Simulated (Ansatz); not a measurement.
A first try at a rigid scan of one bond length of CH₄OSSi, SMILES C1O[SiH2]S1, using Ansatz 0.2.0 through its Python package.

`ch4ossi_scan.py`
```python
"""Stretching a bond of CH4OSSi, the rest held rigid."""

import ansatz as az
import numpy as np

GEOMETRY = """
C    -0.34860    1.01460   -0.20460
O    -0.10090    0.30290    1.00060
Si    0.34910   -1.09380    0.23270
S    -0.90490   -0.39030   -1.16870
H     0.48380    1.57410   -0.64020
H    -1.17560    1.82440   -0.03190
H     1.81360   -0.99980   -0.20890
H    -0.02440   -2.28920    0.96540
"""

mol = az.Crystal.molecule()
for line in GEOMETRY.strip().splitlines():
    symbol, *xyz = line.split()
    mol = mol.atom(symbol, [float(v) for v in xyz])

symbols = [site.symbol for site in mol.cartesian_sites]
start = np.array([site.position_ang for site in mol.cartesian_sites])
axis = (start[5] - start[0]) / np.linalg.norm(start[5] - start[0])
moving = [5]
lengths, energies = [0.99, 1.08, 1.17, 1.29, 1.46, 1.76, 2.11, 2.57], []
for length in lengths:
    xyz = start.copy()
    xyz[moving] += (length - np.linalg.norm(start[5] - start[0])) * axis
    point = az.Crystal.molecule()
    for symbol, place in zip(symbols, xyz):
        point = point.atom(symbol, place.tolist())
    calculation = (
        point
        .basis(gaussian="def2-SVP")
        .functional("HF")
    )
    data = calculation.run(threads=1, backend="cpu").report
    energies.append(data["free_energy_ev"])
    print(f"r = {length:6.3f} A  E = {energies[-1]:.5f} eV  <S^2> = {abs(data['mean_field']['state']['spin_squared']):.3f}")

print("energy above the lowest point (eV):", [round(e - min(energies), 3) for e in energies])
```

```console
$ python ch4ossi_scan.py
Traceback (most recent call last):
  File "ch4ossi_scan.py", line 35, in <module>
    .basis(gaussian="def2-SVP")
     ^^^^^
AttributeError: 'Crystal' object has no attribute 'basis'
```

Find the fault and give the corrected script.

The fault: settings are called on the crystal, without .calculation(). The correction:

```diff
--- before
+++ after
@@ -33,3 +33,3 @@
     calculation = (
-        point
+        point.calculation()
         .basis(gaussian="def2-SVP")
```

With that change:

```console
$ python ch4ossi_scan.py
r =  0.990 A  E = -21801.94821 eV  <S^2> = 0.000
r =  1.080 A  E = -21802.16603 eV  <S^2> = 0.000
r =  1.170 A  E = -21802.06604 eV  <S^2> = 0.000
r =  1.290 A  E = -21801.65568 eV  <S^2> = 0.000
r =  1.460 A  E = -21800.83250 eV  <S^2> = 0.000
r =  1.760 A  E = -21799.28037 eV  <S^2> = 0.000
r =  2.110 A  E = -21797.72821 eV  <S^2> = 0.000
r =  2.570 A  E = -21796.19206 eV  <S^2> = 0.000
energy above the lowest point (eV): [0.218, 0.0, 0.1, 0.51, 1.334, 2.886, 4.438, 5.974]
```

Reading the output:
- Total energies depend on the basis set; only differences at equal settings carry meaning.
- The rest of the molecule is held rigid at a force-field or estimated start geometry, and the basis set is modest; single-reference methods fail as a bond breaks.
- Hartree-Fock leaves correlation out, so bond, atomisation and ionisation energies come out well too low.
- The orbitals are restricted, so S² is zero by construction.
- Toward dissociation an unrestricted state can lie under the restricted one, by tenths of an eV for polar bonds under a functional and by 1 to 2 eV or more for others.
- Finished in 6.5 s on 1 thread of Arm Neoverse V1, with other jobs on the host, peak memory 0.21 GiB.
